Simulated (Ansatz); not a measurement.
## HfMo in Ansatz: the effect of target pressure

HfMo:

```
CELL_PARAMETERS angstrom
1.67120 -2.47247 0.00000
1.67120 2.47247 0.00000
0.00000 0.00000 4.44701
ATOMIC_POSITIONS crystal
Hf 0.00000 0.00000 0.00000
Mo 0.50000 0.50000 0.50000
```

The cell comes from a database or a generator and needn't be the stable form of this composition.

Alike in all runs:

- Program: Ansatz 0.2.0
- Task: relaxation of cell and atoms
- Functional: PBE
- Potentials or basis: Ansatz PAW
- Cutoff: 420 eV (not typed: the program's choice for these potentials)
- k mesh: 10 × 10 × 6
- Occupations: fermi-dirac, width 0.05 eV
- Spin: no spin polarisation

Each run relaxes the cell or the atoms first.

```csv
target pressure,relaxed volume (Å³/atom)
0 GPa,18.39
2 GPa,18.16
5 GPa,?
10 GPa,17.36
20 GPa,16.56
30 GPa,15.92
```

Task: What does the run with target pressure 5 GPa give?

Result: Relaxed volume 17.84 Å³/atom.

Worked out: In Murnaghan's law V^(-B') rises as a straight line in P. The other rows fit best with B' = 4.0, V0 = 18.39 Å³/atom and B0 = 154 GPa, which gives 17.84 Å³/atom at 5 GPa, against the run's 17.84.

Caveats: the plane-wave basis is chosen anew once the cell has moved, so the energies of steps on either side of that aren't comparable.
